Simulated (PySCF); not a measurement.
# C6H7NO2S (2-(methylsulfonyl)pyridine): the cost of one run

Programs: PySCF 2.14.0, with routines of our own; each step states its level. All values are computed. Atoms count from 0.

## 1. The starting structure

17 atoms, charge 0, multiplicity 1; geometry from: GFN2-xTB.

## 2. Optimising the geometry at PBE0-D3(BJ)/def2-SVP

What the job is given:

```
{"job": {"xc": "PBE0", "basis": "def2-SVP", "d3": "d3bj", "grid": 2, "kind": "geom"}, "charge": 0, "multiplicity": 1}
C     -2.533724    -1.042792    -0.227910
S     -1.788310     0.446105     0.479027
O     -2.251218     1.605901    -0.235621
O     -1.965282     0.439833     1.906628
C     -0.017896     0.262152     0.144356
C      0.840541     1.295066     0.472614
C      2.190974     1.113865     0.213798
C      2.604844    -0.081160    -0.357662
C      1.649939    -1.045343    -0.643931
N      0.359158    -0.877752    -0.396294
H     -2.381670    -1.012713    -1.298027
H     -2.042074    -1.896443     0.217745
H     -3.587991    -1.024788     0.019071
H      0.445663     2.197270     0.909223
H      2.905474     1.887528     0.452124
H      3.646011    -0.261362    -0.575120
H      1.918564    -1.993336    -1.089932
```

Launch:

```sh
> OMP_NUM_THREADS=1 python excited_run.py task.json out
```

One launch serves the whole session: the jobs run in the order shown.

**Question.** How long does this first job take on 1 thread of AMD EPYC 9R45, shared host, and how much memory does it need?

About 2.9 min, with a peak of 0.84 GiB.
